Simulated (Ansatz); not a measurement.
**HfBr3Cl: a ladder of functionals and wavefunction methods**

One table from this session's results is given with a row withheld; the runs are named, their logs left out.

Computed with Ansatz 0.2.0, Gaussian basis. Level: functionals in def2-TZVPP, the program's frozen cores in correlated methods.

The runs, in order: LDA (SPW92), PBE-D4, revPBE-D4, BLYP-D4, r2SCAN-D4, B97M-V, PBE0-D4, B3LYP-D4, r2SCANh-D4, r2SCAN0-D4, HSE06-D4, BHLYP-D4, CAM-B3LYP-D4, LC-ωPBE, ωB97X-V, ωB97M-V, B2PLYP, PBE-QIDH; CCSD(T)/def2-SVP; MP2/def2-TZVPP; MP2/def2-QZVPP; RPA on PBE.

## The geometry

An earlier PBE0-D4 in a triple-zeta def2 set relaxation fixed the geometry. Hf takes the def2 core potential; no spin-orbit term is included.

5 atoms, charge 0, spin multiplicity 1.

Atoms are counted from 1 here; the program's logs count them from 0.

Bond lengths: Cl1–Hf2 2.313 Å, Hf2–Br3 2.470 Å, Hf2–Br4 2.470 Å, Hf2–Br5 2.470 Å. Angles: Cl1–Hf2–Br3 109.3°, Cl1–Hf2–Br4 109.3°, Cl1–Hf2–Br5 109.4°, Br3–Hf2–Br4 109.6°, Br3–Hf2–Br5 109.6°, Br4–Hf2–Br5 109.6°.

Coordinates:

```xyz
5
charge 0, multiplicity 1
Cl   -0.6854   -0.2593    2.2141
Hf    0.0015   -0.0176    0.0185
Br    2.0993   -1.2753   -0.3256
Br   -1.7482   -0.8967   -1.4872
Br    0.3827    2.3752   -0.4612
```

Set-up of the first run:

The input, in.yaml:

```yaml
crystal:
  periodic: [false, false, false]
  atoms:
    - {symbol: Cl, position_ang: [-0.685381, -0.259349, 2.214059]}
    - {symbol: Hf, position_ang: [0.001497, -0.017639, 0.018537]}
    - {symbol: Br, position_ang: [2.099322, -1.275287, -0.325569]}
    - {symbol: Br, position_ang: [-1.748181, -0.896670, -1.487208]}
    - {symbol: Br, position_ang: [0.382744, 2.375244, -0.461219]}
basis:
  gaussian: {orbitals: def2-TZVPP}
hamiltonian: {xc: lda}
output: {orbitals: {seedname: orbitals}}
```

Command:

```sh
ansatz run in.yaml --threads 4 --pin off --events-out ev --progress --plain --max-ram 11315MiB
```

Steps of the session up to this table: LDA; PBE-D4 (GGA); revPBE-D4 (GGA); BLYP-D4 (GGA); r2SCAN-D4 (meta-GGA); B97M-V (meta-GGA); PBE0-D4 (hybrid); B3LYP-D4 (hybrid); r2SCANh-D4 (hybrid); r2SCAN0-D4 (hybrid); HSE06-D4 (hybrid); BHLYP-D4 (hybrid); CAM-B3LYP-D4 (range-separated); LC-ωPBE (range-separated); ωB97X-V (range-separated); ωB97M-V (range-separated); B2PLYP (double hybrid); PBE-QIDH (double hybrid).

One table of the session follows, with a row left open; its other results are not shown here.

It belongs to the step «Orbital energies across the functionals». 

```
  functional  HOMO (eV)  LUMO (eV)  gap (eV)
 LDA (SPW92)      -7.83      -3.31      4.52
      PBE-D4          ?          ?         ?
   revPBE-D4      -7.60      -2.98      4.61
     BLYP-D4      -7.46      -2.91      4.55
   r2SCAN-D4      -8.03      -2.94      5.08
      B97M-V      -8.06      -2.84      5.22
     PBE0-D4      -8.91      -2.32      6.59
    B3LYP-D4      -8.63      -2.48      6.14
  r2SCANh-D4      -8.48      -2.66      5.82
  r2SCAN0-D4      -9.15      -2.23      6.93
    HSE06-D4      -8.52      -2.69      5.83
    BHLYP-D4      -9.98      -1.36      8.62
CAM-B3LYP-D4     -10.17      -1.24      8.93
     LC-ωPBE     -11.57      -0.18     11.39
     ωB97X-V     -11.19      -0.23     10.96
     ωB97M-V     -11.04      -0.29     10.75
```

Estimate the missing values for PBE-D4.

The run gave: HOMO (eV): -7.66; LUMO (eV): -3.07; gap (eV): 4.59. In the column «HOMO (eV)» it lies between LDA (SPW92) (-7.83) and revPBE-D4 (-7.60).
